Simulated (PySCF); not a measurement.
**How the numerical set-up moves the result for InO**

The method stays; parts of the set-up, such as the basis or the Hamiltonian, are changed.

Program: PySCF 2.14.0. Level of theory: method and basis as typed in the scripts. These are calculated values, not measurements.

5 further runs of the same task are left out: 5 that didn't finish.

### Step 1. Where the work starts

InO: 2 atoms, charge 0, spin multiplicity 2.

Bond lengths: In1–O2 1.890 Å.

### Step 2. Base script

Input file input.py:

```python
from pyscf import gto, scf
from pyscf.geomopt.geometric_solver import optimize

mol = gto.M(
    atom='In 0 0 0; O 0 0 1.89',
    basis='def2-svpd',
    ecp={'In': 'def2-svpd'},
    charge=0,
    spin=1,
    verbose=4,
)
mf = scf.UHF(mol)
mf.kernel()
mol_eq = optimize(mf, maxsteps=30)
print('optimised geometry (angstrom)')
print(mol_eq.tostring('raw'))
print('orbital energies (hartree):', [e[max(0, n-3):n+3].round(4) for e, n in zip(mf.mo_energy, mol.nelec)])
```

Run with:

```bash
$ OMP_NUM_THREADS=1 python input.py
```

The log of this run is left out.

Base result: at the starting geometry E(SCF) = -263.968903 Eh, 14 cycles, ⟨S²⟩ = 0.796, optimised bond 2.043 Å in 4 steps; the optimisation lowers the energy by 0.207 eV.

### Step 3. Core potential off

Edit 1 changes core potential: on → off. The core potential changes with it: totals don't compare.

Input file input.py:

```python
from pyscf import gto, scf
from pyscf.geomopt.geometric_solver import optimize

mol = gto.M(
    atom='In 0 0 0; O 0 0 1.89',
    basis='def2-svpd',
    charge=0,
    spin=1,
    verbose=4,
)
mf = scf.UHF(mol)
mf.kernel()
mol_eq = optimize(mf, maxsteps=30)
print('optimised geometry (angstrom)')
print(mol_eq.tostring('raw'))
print('orbital energies (hartree):', [e[max(0, n-3):n+3].round(4) for e, n in zip(mf.mo_energy, mol.nelec)])
```

Run with:

```bash
$ OMP_NUM_THREADS=1 python input.py
```

### Step 4. Crenbl

Edit 2 changes basis set: def2-svpd → crenbl. The core potential changes with it: totals don't compare.

Changes to input.py since step 2:

```diff
@@ -5,4 +5,4 @@
     atom='In 0 0 0; O 0 0 1.89',
-    basis='def2-svpd',
-    ecp={'In': 'def2-svpd'},
+    basis='crenbl',
+    ecp={'In': 'crenbl', 'O': 'crenbl'},
     charge=0,
```

### Step 5. Sbkjc

Edit 3 changes basis set: def2-svpd → sbkjc. The core potential changes with it: totals don't compare.

Changes to input.py since step 2:

```diff
@@ -5,4 +5,4 @@
     atom='In 0 0 0; O 0 0 1.89',
-    basis='def2-svpd',
-    ecp={'In': 'def2-svpd'},
+    basis='sbkjc',
+    ecp={'In': 'sbkjc', 'O': 'sbkjc'},
     charge=0,
```

**Question.** What will these runs give? Wanted: for each run, E(SCF); from base; gap, α spin; after the SCF.

**Answer**, as computed:

| run | E(SCF) (hartree) | from base (eV) | cycles | gap, α spin (eV) | functions | after the SCF |
| --- | --- | --- | --- | --- | --- | --- |
| base | -263.968903 | 0 | 14 | 10.57 | 55 | bond 2.043 Å, -0.207 eV |
| core potential off (poor choice) | -1624.328992 | not comparable | 11 | 4.00 | 55 | bond 0.611 Å, -1223.777 eV |
| crenbl | -72.323485 | not comparable | 16 | 10.56 | 48 | bond 2.031 Å, -0.188 eV |
| sbkjc | -203.892952 | not comparable | 19 | 11.10 | 39 | bond 2.042 Å, -0.221 eV |

SCF columns refer to the geometry typed in the script.

In words: Rows marked «poor choice» come from settings spoiled on purpose.
